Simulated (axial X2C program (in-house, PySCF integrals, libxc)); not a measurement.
**BrNa⁺: from the state search to constants**

What are the state, bond length, wavenumber and bond energy of BrNa⁺, and what does spin–orbit coupling change?

Program: an in-house X2C program for linear molecules on PySCF integrals. Level of theory: all-electron X2C, Br dyall-cv3z, Na dyall-cv3z. These are calculated values, not measurements.

**1. Input**

task.json

```json
{"zs": [35, 11], "q": 1, "bas": ["dyall-cv3z", "dyall-cv3z"], "levels": ["PBE0", "HF", "TPSSh"], "cc": true, "r0": 2.69, "thr": -2.0, "nmax": 90, "npts": 10, "nst": 2, "ntry": 6}
```

Keys: zs atomic numbers; q charge; bas basis sets; levels methods (HF also brings MP2); cc coupled cluster on or off; r0 starting distance in Å; thr threshold in hartree for freezing inner shells (an s shell follows its p shell); nmax most natural virtual spinors; npts points asked for on the curve; nst determinants followed; ntry starts of the search.

Run with:

```sh
> python so2c.py task.json out
```

Spin-free means the one-electron spin-free X2C Hamiltonian; two-component (2c) means X2C with spin–orbit coupling and atomic mean-field two-electron Coulomb and Gaunt terms. Basis: Br dyall-cv3z contracted to [8s9p6d4f1g], Na dyall-cv3z contracted to [9s8p5d2f]; Gaussian nuclei, density fitting. Masses: Br 78.918 u, Na 22.990 u.

Notation: σ, π±, δ± give the projection m of an orbital's angular momentum (0, ±1, ±2), α and β its spin, Λ and M_S the sums; ω is the projection of a spinor's total angular momentum and Ω the sum. Logs are in hartree.

The results follow Hamiltonian by Hamiltonian and level by level.

**2. Search for the lowest determinant**

PBE0 moves the distance from 2.690 Å to 2.922 Å and compares determinants there.

Spin-free determinants:

```tsv
ΔE (eV)	state	open shells
0.00	M_S = 1/2, Λ = 1	beyond closed shells: π+α, π+β, π-α
0.42	M_S = 1/2, Λ = 0	beyond closed shells: σα
7.17	M_S = 3/2, Λ = 0	beyond closed shells: σα, π+α, π-α
7.28	M_S = 1/2, Λ = 0	beyond closed shells: σβ, π+α, π-α
7.41	M_S = 3/2, Λ = 1	beyond closed shells: 2 × σα, π+α, π+β, π-α
```

Two-component determinants:

```json
{"ΔE (eV)": "0.00", "state": "Ω = 3/2", "open shells": "excess of +ω over −ω: ω = 3/2"}
{"ΔE (eV)": "0.24", "state": "Ω = 1/2", "open shells": "excess of +ω over −ω: ω = 1/2"}
{"ΔE (eV)": "7.35", "state": "Ω = 5/2", "open shells": "excess of +ω over −ω: 2 × ω = 1/2, ω = 3/2"}
{"ΔE (eV)": "7.37", "state": "Ω = 1/2", "open shells": "excess of +ω over −ω: 2 × ω = -1/2, ω = 3/2"}
```

**3. PBE0, spin-free**

State followed: M_S = 1/2, Λ = 1 (beyond closed shells: π+α, π+β, π-α). The scan is laid around 2.922 Å, a first estimate of the minimum, and this SCF restarts from the orbitals of the search.

Output at 2.922 Å:

```text
spin-free X2C-1e  PBE0
basis functions 174  fitting functions 900  grid points 5087
iter        total energy     max residual
   1      -2768.224715151     4.73e-06
   2      -2768.224715152     3.83e-06
converged
one-electron -3981.21005704  Coulomb 1250.12038243  exact exchange -26.25337585  xc functional -80.60556141  nuclear repulsion 69.72389672
```

Along the bond, energies from the lowest point:

| R (Å) | E (eV) | μ (D) | HOMO (eV) | LUMO (eV) | iterations |
| --- | --- | --- | --- | --- | --- |
| 2.542 | 0.1482 | 7.61 | -14.12 | -11.50 | 8 |
| 2.659 | 0.0562 | 8.05 | -13.96 | -11.33 | 8 |
| 2.747 | 0.0194 | 8.39 | -13.83 | -11.21 | 8 |
| 2.834 | 0.0031 | 8.74 | -13.71 | -11.09 | 7 |
| 2.922 | 0.0000 | 9.10 | -13.60 | -10.97 | 2 |
| 3.024 | 0.0086 | 9.53 | -13.46 | -10.84 | 7 |
| 3.127 | 0.0261 | 9.97 | -13.33 | -10.71 | 7 |
| 3.258 | 0.0544 | 10.54 | -13.17 | -10.54 | 7 |
| 3.419 | 0.0941 | 11.24 | -12.97 | -10.35 | 7 |
| 3.652 | 0.1493 | 12.27 | -12.71 | -10.09 | 7 |

Dipoles are positive if Na is the positive end and refer to the centre of mass.

Outer orbitals at the reference distance:

| symmetry | occupied | ε (eV) | atomic character |
| --- | --- | --- | --- |
| σα | yes | -27.96 | 92% Br s, 4% Na p, 3% Na d |
| σβ | yes | -26.65 | 92% Br s, 4% Na p, 3% Na d |
| π+α | yes | -14.73 | 98% Br p |
| π-α | yes | -14.73 | 98% Br p |
| σα | yes | -14.46 | 92% Br p, 3% Na p, 3% Na s |
| σβ | yes | -14.07 | 92% Br p, 4% Na p, 3% Na s |
| π+β | yes | -13.60 | 97% Br p |
| π-β | no | -10.97 | 96% Br p, 2% Na d |
| σα | no | -6.07 | 92% Na s, 3% Br p |
| σβ | no | -6.05 | 92% Na s, 3% Br p, 2% Na p |
| π-α | no | -3.75 | 95% Na p, 2% Br p |

PBE0 fields in the half plane through the axis: z from -2.4 to 5.1 Å across, distance from the axis 0.15 to 2.25 Å upwards; Br lies at z = 0 and Na at z = 2.922 Å; the ELF is damped to zero where the density is low.

log10 density (e/bohr³). Ten even steps from ' ' (-6.70 ) to '@' (1.44 ):
```
::::--------============--------::::::......        
::------====================--------::::::....      
::----====++++++++++++++========--------::::....    
----====++++++******++++++++============----::....  
--====++++**************++++++==++++++++====--::....
--====++******########****++++++********++====--::..
--==++++****####%%####******++**####%%##**++==--::..
====++++**####@@@@@@####****++**##%%@@%%##++==--::..
```

ELF. Ten even steps from '0' (0.00 ) to '9' (0.89 ):
```
00000000000000000000000000
00000112222110000000000000
00012345554321000000000000
00124677777653000000000000
00247899888875000111000000
01368997568996002665200000
02579962425997007998510000
02589928282997029829720000
```

Re = 2.899 Å, ωe = 145.6 cm⁻¹, ωexe = 2.02 cm⁻¹, Be = 0.1127 cm⁻¹, De = 0.347 eV, μ = 9.00 D.

**4. HF, spin-free**

Output at 2.922 Å:

```text
spin-free X2C-1e  HF
basis functions 174  fitting functions 900  grid points 5087
iter        total energy     max residual
   1      -2766.379281280     2.33e-01
   2      -2766.395910358     4.76e-03
   3      -2766.396191332     2.41e-03
   4      -2766.396220183     8.49e-04
   5      -2766.396225776     1.48e-04
   6      -2766.396226564     3.97e-05
   7      -2766.396226614     1.14e-05
   8      -2766.396226617     3.23e-06
   9      -2766.396226618     6.27e-07
converged
one-electron -3981.36264754  Coulomb 1250.34662103  exact exchange -105.10409682  xc functional 0.00000000  nuclear repulsion 69.72389672
```

Re = 2.973 Å, ωe = 131.5 cm⁻¹, ωexe = 1.96 cm⁻¹, Be = 0.1072 cm⁻¹, De = 0.203 eV, μ = 9.51 D.

**5. TPSSh, spin-free**

The SCF at the reference distance of 2.922 Å:

```text
spin-free X2C-1e  TPSSh
basis functions 174  fitting functions 900  grid points 5087
iter        total energy     max residual
   1      -2768.539115027     1.89e-02
   2      -2768.539579342     6.21e-03
   3      -2768.539633125     5.23e-03
   4      -2768.539717347     7.60e-05
   5      -2768.539717486     5.05e-05
   6      -2768.539717538     1.08e-05
   7      -2768.539717538     9.52e-07
converged
one-electron -3980.87018419  Coulomb 1249.76141311  exact exchange -10.49911309  xc functional -96.65573009  nuclear repulsion 69.72389672
```

Re = 2.917 Å, ωe = 142.7 cm⁻¹, ωexe = 2.07 cm⁻¹, Be = 0.1113 cm⁻¹, De = 0.290 eV, μ = 9.07 D.

**6. MP2 and beyond, spin-free**

Correlated methods: 15 electrons correlated (frozen shells, counted by type: Br 3 s, 2 p, 1 d; Na 1 s), 235 virtual spinors in MP2, 90 natural virtuals in coupled cluster.

Output of the correlated part at 2.922 Å:

```text
correlated 15  virtual 235  natural virtual 90  E(MP2) -0.411526515  MP2 remainder -0.023088275
iter   CCSD correlation   residual
   1     -0.406498158   7.28e-02
   2     -0.412306557   2.04e-02
   3     -0.412291283   4.16e-03
   4     -0.412302580   1.11e-03
   5     -0.412303030   3.19e-04
   6     -0.412301538   9.49e-05
   7     -0.412301966   2.54e-05
   8     -0.412301971   6.54e-06
(T) -0.006852693  T1 0.0049  D1 0.0125  max T2 0.062
```

T1 in the output is the amplitude norm over the root of the electron number; divide by √2 for the Lee–Taylor value.

MP2: Re = 2.916 Å, ωe = 141.3 cm⁻¹, Be = 0.1114 cm⁻¹, De = 0.361 eV.

CCSD: Re = 2.927 Å, ωe = 140.1 cm⁻¹, ωexe = 2.19 cm⁻¹, Be = 0.1106 cm⁻¹, De = 0.359 eV. T1 at Re = 0.003 (Lee–Taylor, the printed value over √2).

CCSD(T): Re = 2.916 Å, ωe = 141.6 cm⁻¹, ωexe = 2.06 cm⁻¹, Be = 0.1113 cm⁻¹, De = 0.341 eV. T1 at Re = 0.003 (Lee–Taylor, the printed value over √2).

**7. A higher determinant, spin-free**

State: M_S = 1/2, Λ = 0 (beyond closed shells: σα).

Output at the reference distance:

```text
spin-free X2C-1e  PBE0
basis functions 174  fitting functions 900  grid points 5087
iter        total energy     max residual
   1      -2768.209148277     1.70e-05
   2      -2768.209148279     1.28e-05
   3      -2768.209148280     1.34e-06
converged
one-electron -3981.13765003  Coulomb 1250.07864911  exact exchange -26.25773029  xc functional -80.61631379  nuclear repulsion 69.72389672
```

| R (Å) | E above the lowest PBE0 point (eV) |
| --- | --- |
| 2.542 | 0.622 |
| 2.659 | 0.527 |
| 2.747 | 0.479 |
| 2.834 | 0.446 |
| 2.922 | 0.424 |
| 3.024 | 0.407 |
| 3.127 | 0.397 |
| 3.258 | 0.390 |
| 3.419 | 0.388 |

No constants are quoted: the lowest point is the long end of the scan.

**8. The spin-free curves together**

Energy (eV) of the followed determinant, spin-free, from each level's lowest point:

| R (Å) | PBE0 | HF | MP2 | CCSD | CCSD(T) | TPSSh |
| --- | --- | --- | --- | --- | --- | --- |
| 2.542 | 0.148 | 0.200 | 0.159 | n/a | n/a | 0.161 |
| 2.659 | 0.056 | 0.087 | 0.063 | 0.069 | 0.064 | 0.065 |
| 2.747 | 0.019 | 0.039 | 0.024 | 0.027 | 0.024 | 0.024 |
| 2.834 | 0.003 | 0.012 | 0.005 | 0.006 | 0.005 | 0.006 |
| 2.922 | 0.000 | 0.000 | 0.000 | 0.000 | 0.000 | 0.000 |
| 3.024 | 0.009 | 0.000 | 0.007 | 0.005 | 0.007 | 0.006 |
| 3.127 | 0.026 | 0.009 | 0.022 | 0.019 | 0.021 | 0.022 |
| 3.258 | 0.054 | 0.030 | 0.048 | 0.044 | 0.048 | 0.049 |
| 3.419 | 0.094 | 0.060 | 0.084 | n/a | n/a | 0.087 |
| 3.652 | 0.149 | 0.105 | 0.134 | n/a | n/a | 0.141 |

**9. PBE0, 2c**

State followed: Ω = 3/2 (excess of +ω over −ω: ω = 3/2). The scan is laid around 2.922 Å, a first estimate of the minimum, and this SCF restarts from the orbitals of the search.

The SCF at the reference distance of 2.922 Å:

```text
two-component X2C + atomic mean field  PBE0
basis functions 174  fitting functions 900  grid points 5087
iter        total energy     max residual
   1      -2767.312195283     1.99e-05
   2      -2767.312195285     1.56e-05
   3      -2767.312195288     2.29e-06
   4      -2767.312195288     3.35e-07
converged
one-electron -3978.88144452  Coulomb 1249.67364822  exact exchange -26.24383671  xc functional -80.57647761  nuclear repulsion 69.72389672  atomic mean-field constant -1.00798138
```

Along the bond, energies from the lowest point:

| R (Å) | E (eV) | μ (D) | HOMO (eV) | LUMO (eV) | iterations |
| --- | --- | --- | --- | --- | --- |
| 2.542 | 0.1490 | 7.61 | -14.20 | -11.32 | 8 |
| 2.659 | 0.0567 | 8.04 | -14.04 | -11.16 | 8 |
| 2.747 | 0.0196 | 8.38 | -13.91 | -11.04 | 8 |
| 2.834 | 0.0032 | 8.74 | -13.79 | -10.92 | 7 |
| 2.922 | 0.0000 | 9.10 | -13.67 | -10.80 | 4 |
| 3.024 | 0.0086 | 9.52 | -13.53 | -10.67 | 7 |
| 3.127 | 0.0261 | 9.96 | -13.40 | -10.54 | 7 |
| 3.258 | 0.0545 | 10.53 | -13.23 | -10.38 | 7 |
| 3.419 | 0.0943 | 11.23 | -13.04 | -10.19 | 7 |
| 3.652 | 0.1498 | 12.27 | -12.77 | -9.93 | 7 |

Dipoles are positive if Na is the positive end and refer to the centre of mass.

Outer spinors at the reference distance:

```json
{"ω": "1/2", "occupied": "yes", "ε (eV)": "-27.93", "atomic character": "92% Br s, 4% Na p, 3% Na d", "λ mixture": "100% σ"}
{"ω": "-1/2", "occupied": "yes", "ε (eV)": "-26.64", "atomic character": "92% Br s, 4% Na p, 3% Na d", "λ mixture": "100% σ"}
{"ω": "-1/2", "occupied": "yes", "ε (eV)": "-14.93", "atomic character": "97% Br p", "λ mixture": "93% π, 7% σ"}
{"ω": "3/2", "occupied": "yes", "ε (eV)": "-14.53", "atomic character": "98% Br p", "λ mixture": "100% π"}
{"ω": "1/2", "occupied": "yes", "ε (eV)": "-14.51", "atomic character": "93% Br p, 3% Na p, 2% Na s", "λ mixture": "91% σ, 9% π"}
{"ω": "-1/2", "occupied": "yes", "ε (eV)": "-13.99", "atomic character": "92% Br p, 3% Na p, 3% Na s", "λ mixture": "93% σ, 7% π"}
{"ω": "1/2", "occupied": "yes", "ε (eV)": "-13.67", "atomic character": "97% Br p", "λ mixture": "91% π, 9% σ"}
{"ω": "-3/2", "occupied": "no", "ε (eV)": "-10.80", "atomic character": "96% Br p, 2% Na d", "λ mixture": "100% π"}
{"ω": "1/2", "occupied": "no", "ε (eV)": "-6.07", "atomic character": "92% Na s, 3% Br p", "λ mixture": "100% σ"}
{"ω": "-1/2", "occupied": "no", "ε (eV)": "-6.04", "atomic character": "92% Na s, 3% Br p, 2% Na p", "λ mixture": "100% σ"}
{"ω": "-1/2", "occupied": "no", "ε (eV)": "-3.76", "atomic character": "95% Na p, 2% Br p", "λ mixture": "100% π"}
```

PBE0 fields in the half plane through the axis: z from -2.4 to 5.1 Å across, distance from the axis 0.15 to 2.25 Å upwards; Br lies at z = 0 and Na at z = 2.922 Å; the ELF is damped to zero where the density is low.

log10 density (e/bohr³). Ten even steps from '0' (-6.70 ) to '9' (1.44 ):
```
22333344444433332221110000
23334444444444333322211000
23344555555544443333221100
33445556665555444444332110
34455666666655545555443211
34456667776665556666544321
34556677877666567787654321
44556779997766567898754321
```

ELF. Ten even steps from ' ' (0.00 ) to '@' (0.89 ):
```
                                                    
          ....::::::::....                          
      ..::--==++++++==--::..                        
    ..::==**##########**++--..                      
    ::==##%%@@@@%%%%%%%%##++      ......            
  ..--**%%@@@@##++**%%@@@@**    ::****++::          
  ::++##@@@@**::==::++@@@@##    ##@@@@%%++..        
  ::++%%@@@@::%%::%%::@@@@##  ::@@%%::@@##::        
```

Re = 2.899 Å, ωe = 145.7 cm⁻¹, ωexe = 2.01 cm⁻¹, Be = 0.1127 cm⁻¹, De = 0.401 eV, μ = 9.00 D.

**10. HF, 2c**

Output at 2.922 Å:

```text
two-component X2C + atomic mean field  HF
basis functions 174  fitting functions 900  grid points 5087
iter        total energy     max residual
   1      -2765.467227806     2.33e-01
   2      -2765.483837113     4.78e-03
   3      -2765.484117691     2.38e-03
   4      -2765.484146431     8.48e-04
   5      -2765.484151985     1.45e-04
   6      -2765.484152757     3.84e-05
   7      -2765.484152805     1.10e-05
   8      -2765.484152808     3.14e-06
   9      -2765.484152809     5.91e-07
converged
one-electron -3979.03409802  Coulomb 1249.89989853  exact exchange -105.06586866  xc functional 0.00000000  nuclear repulsion 69.72389672  atomic mean-field constant -1.00798138
```

Re = 2.973 Å, ωe = 131.7 cm⁻¹, ωexe = 1.96 cm⁻¹, Be = 0.1071 cm⁻¹, De = 0.193 eV, μ = 9.51 D.

**11. TPSSh, 2c**

Output at 2.922 Å:

```text
two-component X2C + atomic mean field  TPSSh
basis functions 174  fitting functions 900  grid points 5087
iter        total energy     max residual
   1      -2767.626307278     1.89e-02
   2      -2767.626773623     6.22e-03
   3      -2767.626826784     5.26e-03
   4      -2767.626911719     7.60e-05
   5      -2767.626911858     5.09e-05
   6      -2767.626911910     1.08e-05
   7      -2767.626911910     9.80e-07
converged
one-electron -3978.54163166  Coulomb 1249.31476815  exact exchange -10.49530097  xc functional -96.62066277  nuclear repulsion 69.72389672  atomic mean-field constant -1.00798138
```

Re = 2.917 Å, ωe = 142.8 cm⁻¹, ωexe = 2.06 cm⁻¹, Be = 0.1112 cm⁻¹, De = 0.394 eV, μ = 9.06 D.

**12. Correlated methods, 2c**

Correlated methods: 15 electrons correlated (frozen shells, counted by type: Br 3 s, 2 p, 1 d; Na 1 s), 235 virtual spinors in MP2, 90 natural virtuals in coupled cluster.

Output of the correlated part at 2.922 Å:

```text
correlated 15  virtual 235  natural virtual 90  E(MP2) -0.411357786  MP2 remainder -0.022970732
iter   CCSD correlation   residual
   1     -0.406441413   7.26e-02
   2     -0.412230263   2.02e-02
   3     -0.412214012   4.08e-03
   4     -0.412224715   1.07e-03
   5     -0.412225130   3.02e-04
   6     -0.412223681   8.96e-05
   7     -0.412224082   2.40e-05
   8     -0.412224092   6.09e-06
(T) -0.006835393  T1 0.0048  D1 0.0124  max T2 0.062
```

MP2: Re = 2.916 Å, ωe = 141.5 cm⁻¹, Be = 0.1114 cm⁻¹, De = 0.369 eV.

CCSD: Re = 2.926 Å, ωe = 140.1 cm⁻¹, ωexe = 2.07 cm⁻¹, Be = 0.1106 cm⁻¹, De = 0.363 eV. T1 at Re = 0.003 (Lee–Taylor, the printed value over √2).

CCSD(T): Re = 2.916 Å, ωe = 141.7 cm⁻¹, ωexe = 2.04 cm⁻¹, Be = 0.1113 cm⁻¹, De = 0.347 eV. T1 at Re = 0.003 (Lee–Taylor, the printed value over √2).

**13. A higher determinant, 2c**

State: Ω = 1/2 (excess of +ω over −ω: ω = 1/2).

Output at the reference distance:

```text
two-component X2C + atomic mean field  PBE0
basis functions 174  fitting functions 900  grid points 5087
iter        total energy     max residual
   1      -2767.303526739     2.29e-06
   2      -2767.303526739     1.57e-06
converged
one-electron -3978.81016522  Coulomb 1249.60668231  exact exchange -26.24320952  xc functional -80.57274965  nuclear repulsion 69.72389672  atomic mean-field constant -1.00798138
```

| R (Å) | E above the lowest PBE0 point (eV) |
| --- | --- |
| 2.542 | 0.391 |
| 2.659 | 0.298 |
| 2.747 | 0.260 |
| 2.834 | 0.242 |
| 2.922 | 0.236 |
| 3.024 | 0.241 |
| 3.127 | 0.254 |
| 3.258 | 0.276 |
| 3.419 | 0.307 |

Re = 2.924 Å, ωe = 134.3 cm⁻¹, ωexe = 2.34 cm⁻¹, Be = 0.1108 cm⁻¹, μ = 9.15 D. Te = 0.24 eV.

**14. The 2c curves together**

Energy (eV) of the followed determinant, 2c, from each level's lowest point:

| R (Å) | PBE0 | HF | MP2 | CCSD | CCSD(T) | TPSSh |
| --- | --- | --- | --- | --- | --- | --- |
| 2.542 | 0.149 | 0.200 | 0.160 | n/a | n/a | 0.162 |
| 2.659 | 0.057 | 0.088 | 0.063 | 0.069 | 0.064 | 0.065 |
| 2.747 | 0.020 | 0.039 | 0.024 | 0.027 | 0.024 | 0.025 |
| 2.834 | 0.003 | 0.012 | 0.005 | 0.006 | 0.005 | 0.006 |
| 2.922 | 0.000 | 0.000 | 0.000 | 0.000 | 0.000 | 0.000 |
| 3.024 | 0.009 | 0.000 | 0.007 | 0.005 | 0.007 | 0.006 |
| 3.127 | 0.026 | 0.009 | 0.022 | 0.019 | 0.022 | 0.022 |
| 3.258 | 0.054 | 0.030 | 0.048 | 0.046 | 0.049 | 0.049 |
| 3.419 | 0.094 | 0.060 | 0.084 | n/a | n/a | 0.087 |
| 3.652 | 0.150 | 0.105 | 0.135 | n/a | n/a | 0.141 |

The whole job took 2.1 min on 1 thread of Arm Neoverse V1, shared host.

**15. What came out**

Lowest determinant that the search found at its distance, spin-free: M_S = 1/2, Λ = 1 (beyond closed shells: π+α, π+β, π-α).

Lowest determinant that the search found at its distance, 2c: Ω = 3/2 (excess of +ω over −ω: ω = 3/2).

```tsv
Hamiltonian	level	Re (Å)	ωe (cm⁻¹)	De (eV)	μ (D)
spin-free	PBE0	2.899	145.6	0.347	9.00
spin-free	HF	2.973	131.5	0.203	9.51
spin-free	MP2	2.916	141.3	0.361	n/a
spin-free	CCSD	2.927	140.1	0.359	n/a
spin-free	CCSD(T)	2.916	141.6	0.341	n/a
spin-free	TPSSh	2.917	142.7	0.290	9.07
2c	PBE0	2.899	145.7	0.401	9.00
2c	HF	2.973	131.7	0.193	9.51
2c	MP2	2.916	141.5	0.369	n/a
2c	CCSD	2.926	140.1	0.363	n/a
2c	CCSD(T)	2.916	141.7	0.347	n/a
2c	TPSSh	2.917	142.8	0.394	9.06
```

Dipoles are positive if Na is the positive end and refer to the centre of mass.

Time per point (s) on 1 thread of Arm Neoverse V1, shared host (2c runs; CCSD comes with the CCSD(T) run); the times are rough: PBE0 0.32, HF 0.24, MP2 0.52, CCSD(T) 5.4, TPSSh 0.52.

What this shows: At CCSD(T), going from spin-free to two-component changes Re by 0 mÅ, ωe by +0.1 %, which is small (part of it comes from the scalar share of the two-electron terms). De moves by +0.01 eV; both De rest on single-determinant atoms, which can miss part of an open shell's spin–orbit lowering.

De refers to Br + Na+, each in the lowest determinant found, which need not be this curve's own limit. The state is a single determinant with fixed occupations, the lowest that a limited PBE0 search found. Dissociation energies refer to the lowest single-determinant-based atoms at the same level and basis. Density functionals use the spin component along the axis (collinear). Coupled cluster ran in a truncated set of natural virtual spinors; the MP2 energy of the rest was added. The meta-GGAs lack a current-density term, which matters for open shells with orbital currents, atoms included.
